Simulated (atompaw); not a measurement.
# Tantalum: generating and testing a PAW (atompaw) potential

Do these settings give a usable potential? It is generated, then checked for scattering, ghosts and hardness.

Program: atompaw 4.2.0.5. Reference atom: PBEsol, scalar-relativistic, spherical and spin-unpolarised. All values are calculated.

## 1. Starting point

Typed settings, in words:

| Property | Result |
| --- | --- |
| element | tantalum (Ta, Z = 73) |
| type | PAW |
| frozen core | [Kr] 4d10 |
| valence charge | 27 |
| reference configuration | 4f14 5s2 5p6 5d3.5 6s1.5 6p0 |
| partial waves | 5s (bound): rc 1.70 bohr; 6s (bound): rc 2.70 bohr; 5p (bound): rc 1.55 bohr; 6p (bound, empty): rc 2.70 bohr; 5d (bound): rc 2.70 bohr; 5d channel at 1.4 Ry: rc 2.45 bohr; 4f (bound): rc 0.80 bohr; 4f channel at -0.3 Ry: rc 0.80 bohr |
| local potential | troulliermartins scheme with l = 4 at 0.5 Ry, radius 2.50 bohr |
| core correction | smooth core density matched at 2.25 bohr |
| augmentation charge | sinc compensation charge, radius 2.00 bohr; PAW radius 2.70 bohr; waves and projectors: custom polynom vanderbiltortho |

An earlier all-electron run gives the scale for the radii.

All-electron outer shells of the reference configuration (PBEsol, scalar-relativistic, ld1.x):

```tsv
shell	level (eV)	outermost node (bohr)	outermost maximum (bohr)
4p	-399.64	0.24	0.45
4d	-221.13	0.22	0.46
5s	-72.13	0.54	0.98
5p	-38.58	0.58	1.13
4f	-23.82	–	0.44
6s	-5.21	1.32	2.78
5d	-3.11	0.65	1.60
6p	-1.26	1.60	3.94
```

## 2. Generating the potential

File Ta.input:

```
Ta 73
GGA-PBESOL scalarrelativistic loggrid 2001 logderivrange -7 5 301
6 6 5 4 0 0
6 0 1.5
6 1 0
5 2 3.5
0 0 0
c
c
c
c
v
v
c
c
c
v
v
c
c
v
v
3
2.70 2.00 2.50 2.25
n
n
y
1.4
n
y
-0.3
n
custom polynom vanderbiltortho sinc
4 0.5 troulliermartins
1.70
2.70
1.55
2.70
2.70
2.45
0.80
0.80
PWSCFOUT
UPFDX 0.0125d0 UPFXMIN -7.d0 UPFZMESH 73.d0
END
```

The run is started by

```
atompaw < Ta.input > Ta.log
```

Before running it: what results should come out? Wanted: cutoffs for 10 and 1 mRy, occupied levels; bound ghosts; largest phase difference near zero energy, channels read; lowest eigenvalue of the overlap; share of valence orbitals outside the PAW sphere; UPF file.

As calculated:

| quantity | value |
| --- | --- |
| cutoffs for 10 and 1 mRy, occupied levels | over 300 Ry and over 300 Ry |
| bound ghosts | none found |
| largest phase difference near zero energy, channels read | 0.043 rad |
| lowest eigenvalue of the overlap (Bessel basis) | 0.422 (s) |
| share of valence orbitals outside the PAW sphere | 5s 0 %, 6s 67 %, 5p 1 %, 6p 92 %, 5d 29 %, 4f 0 % |
| UPF file | written |

It counts as very hard, with over 300 Ry needed at the looser tolerance. The slowest occupied level is 4f: taken alone it needs over 300 Ry to come within 1 mRy, against 30 Ry for 5p. No bound ghost shows below the valence levels. Of the channels read, p scatters worst near zero energy, by up to 0.04 rad (at the energies tabulated). These are tests on the free atom; a crystal test is still owed.
